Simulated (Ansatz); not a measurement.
# H₂S with AsH₃: structure and interaction energy

How do H₂S and AsH₃ sit together, how strongly do they interact, and which methods get it right?

Computed with Ansatz 0.2.0, Gaussian basis. Level: PBE0-D4 structure, single points in def2-TZVPPD.

Levels: PBE-D4, revPBE-D4, BLYP-D4, r2SCAN-D4, B97M-V, PBE0-D4, B3LYP-D4, HSE06-D4, wB97X-V, wB97M-V, B2PLYP, Hartree-Fock, MP2, CCSD, CCSD(T). The reference is CCSD(T) extrapolated to the basis limit. For elements past Ar these valence bases correlate outer-core shells poorly and lack relativity, so that limit is rough.

Correlated methods freeze the cores. Filled d shells of the heavier atoms are correlated. B3LYP uses VWN-RPA correlation. B2PLYP carries no dispersion term here.

176 further runs of the same task are left out: 176 set aside as unsound or not needed.

## 1. The starting structure

The pair, from a GFN2-xTB docking trial: 7 atoms, charge 0, spin multiplicity 1.

Atoms are counted from 1 here; the program's logs count them from 0.

Bond lengths: S1–H2 1.325 Å, S1–H3 1.330 Å, As4–H5 1.501 Å, As4–H6 1.497 Å, As4–H7 1.492 Å. Angles: H2–S1–H3 92.5°, H5–As4–H6 89.2°, H5–As4–H7 89.4°, H6–As4–H7 89.6°.

As a file:

```xyz
7

S    -0.7299    0.0069   -2.0503
H     0.0779    1.0569   -2.0253
H     0.2773   -0.8363   -2.2597
As    0.0197    0.5070    1.2588
H     1.0469   -0.5482    0.9700
H     0.3237    0.3727    2.7188
H    -1.0155   -0.5590    1.3877
```

Atoms 1 to 3 are fragment A (H₂S), the rest fragment B (AsH₃).

## 2. A first relaxation in a small basis

pre/in.yaml reads:

```yaml
crystal:
  periodic: [false, false, false]
  atoms:
    - {symbol: S, position_ang: [-0.729900, 0.006900, -2.050300]}
    - {symbol: H, position_ang: [0.077900, 1.056900, -2.025300]}
    - {symbol: H, position_ang: [0.277300, -0.836300, -2.259700]}
    - {symbol: As, position_ang: [0.019700, 0.507000, 1.258800]}
    - {symbol: H, position_ang: [1.046900, -0.548200, 0.970000]}
    - {symbol: H, position_ang: [0.323700, 0.372700, 2.718800]}
    - {symbol: H, position_ang: [-1.015500, -0.559000, 1.387700]}
basis:
  gaussian: {orbitals: def2-SVP}
hamiltonian: {xc: pbe, dispersion: d4}
relax: {f_tol: 0.03, max_steps: 250}
```

On the command line:

```
$ ansatz run in.yaml --threads 2 --pin off --events-out ev --progress --plain --max-ram 5222MiB
```

The runs that follow: Relaxation at PBE0-D4; PBE-D4/def2-TZVPPD; r2SCAN-D4/def2-TZVPPD; PBE0-D4/def2-TZVPPD; B3LYP-D4/def2-TZVPPD; wB97X-V/def2-TZVPPD; wB97M-V/def2-TZVPPD; B2PLYP/def2-TZVPPD; BLYP-D4/def2-TZVPPD; revPBE-D4/def2-TZVPPD; B97M-V/def2-TZVPPD; HSE06-D4/def2-TZVPPD; CCSD(T)/def2-TZVPPD; MP2/def2-QZVPPD; Vibrations of the pair.

What does the calculation give? Wanted: interaction energy, CCSD(T)/CBS; of it Hartree-Fock; D4 term of PBE0-D4; shortest contact; lowest wavenumber.

As calculated:

```
                        quantity           value
 interaction energy, CCSD(T)/CBS  -1.24 kcal/mol
of it Hartree-Fock (basis limit)  +0.64 kcal/mol
              D4 term of PBE0-D4  -0.96 kcal/mol
                shortest contact   H2–As4 3.47 Å
               lowest wavenumber         33 cm⁻¹
```

**Reading.** The pair is bound by 1.24 kcal/mol at fixed fragment shapes. Hartree-Fock doesn't bind it at this geometry, so correlation, mostly dispersion, holds it together. r2SCAN-D4 is the best functional here (+0.01 kcal/mol from CCSD(T)/CBS); B2PLYP is the worst (+0.93 kcal/mol). Mean unsigned error by rung: GGA 0.21, meta-GGA 0.05, hybrid 0.22, screened hybrid 0.30, range-separated hybrid 0.04, double hybrid 0.93 kcal/mol. PBE-D4 gives an interaction energy 0.42 kcal/mol too low, an error of 34 % of the reference. CCSD(T) moves by -0.35 kcal/mol from triple zeta to the limit; gaps between functionals far smaller than that don't rank them. A lower arrangement may exist.
